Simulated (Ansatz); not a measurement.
**Ta: an axial (c/a) deformation path**

An exercise on one series of results from a longer session: the logs are not shown, and one member is left open.

This is Ta in the hcp structure; at room conditions it is bcc.

Computed with Ansatz 0.2.0 (DFT PBEsol, scalar-relativistic, plane waves, PAW, unless a step's input says otherwise).

### The structure to begin with

The structure is hexagonal, space group P6_3/mmc (No. 194). The conventional cell has a = 2.900 Å, b = 2.900 Å, c = 5.166 Å, α = 90.00°, β = 90.00°, γ = 120.00°. Ta (site symmetry -6m2) is surrounded by 12 Ta at 2.90 to 3.08 Å.

As a file:

```cif
data_structure
_symmetry_space_group_name_H-M 'P 1'
_symmetry_Int_Tables_number 1
_cell_length_a 2.9004
_cell_length_b 2.9004
_cell_length_c 5.1663
_cell_angle_alpha 90.000
_cell_angle_beta 90.000
_cell_angle_gamma 120.000
_cell_volume 37.64
loop_
_atom_site_label
_atom_site_type_symbol
_atom_site_fract_x
_atom_site_fract_y
_atom_site_fract_z
_atom_site_occupancy
Ta1 Ta 0.66667 0.33333 0.75000 1
Ta2 Ta 0.33333 0.66667 0.25000 1
```

It goes back to an entry of the Materials Project, which need not be the stable form.

No relaxation comes first: the listed cell is the starting point.

### Zero of energy

Reference values: F = -19612.3863 eV; pressure -7.08 GPa; largest force 0.000 eV/Å; gap on the mesh none (metal). It was computed beforehand with the settings of the runs below.

The first run:

At fixed volume and fractional coordinates, lengths along (0.000, 0.000, 1.000) are scaled against those across it; ρ is that ratio over its starting value.

The input, input.yaml:

```yaml
crystal:
  lattice:
    - [3.0618276416, 0.0, 0.0]
    - [-1.5309138208, 2.6516205196, 0.0]
    - [0.0, 0.0, 4.6357860716]
  atoms:
    - { symbol: Ta, position: [0.6666666667, 0.3333333333, 0.75] }
    - { symbol: Ta, position: [0.3333333333, 0.6666666667, 0.25] }
basis:
  ecutwfc: 420
kpoints:
  mp_grid: { grid: [24, 24, 10] }
hamiltonian:
  xc: pbesol
scf:
  occupations: { method: gaussian, width: 0.15 }
output:
  forces: true
  stress: true
  eigenvalues: true
```

Command:

```bash
> ansatz run input.yaml --threads 1 --pin off --max-ram 2560MiB --backend cpu --events-out ev --progress --plain --runs-dir out
```

Steps of the session up to this table: At ρ = 0.850; At ρ = 1.200; ρ = 0.920; At ρ = 1.100; Point ρ = 0.960; At ρ = 1.050; At ρ = 0.800; At ρ = 1.300.

One table of the session follows, with a row left open; its other results are not shown here.

Collected from the runs (energy zero: the undisturbed cell):

| ρ | ΔE (meV/atom) | pressure (GPa) |
| --- | --- | --- |
| 0.800 | 162.6 | -5.5 |
| 0.850 | 114.1 | -6.6 |
| 0.920 | 42.0 | -7.3 |
| 0.960 | 11.5 | -7.3 |
| 1.000 | 0.0 | -7.1 |
| 1.050 | 18.7 | -6.2 |
| 1.100 | 72.7 | -4.6 |
| 1.200 | ? | ? |
| 1.300 | 598.6 | 9.1 |

**Question.** Estimate the row for ρ = 1.200.

Worked estimate for «ΔE (meV/atom)». A straight line through the neighbours (1.100, 72.7) and (1.300, 598.6) gives 72.7 + (598.6 − 72.7) × (1.200 − 1.100) / (1.300 − 1.100) = 335.6; a parabola fitted to 3 rows on both sides gives 273.7.

The run gave: ΔE (meV/atom): 278.2; pressure (GPa): 0.7. In «ΔE (meV/atom)» the line misses by +57.4 and the parabola by -4.5.
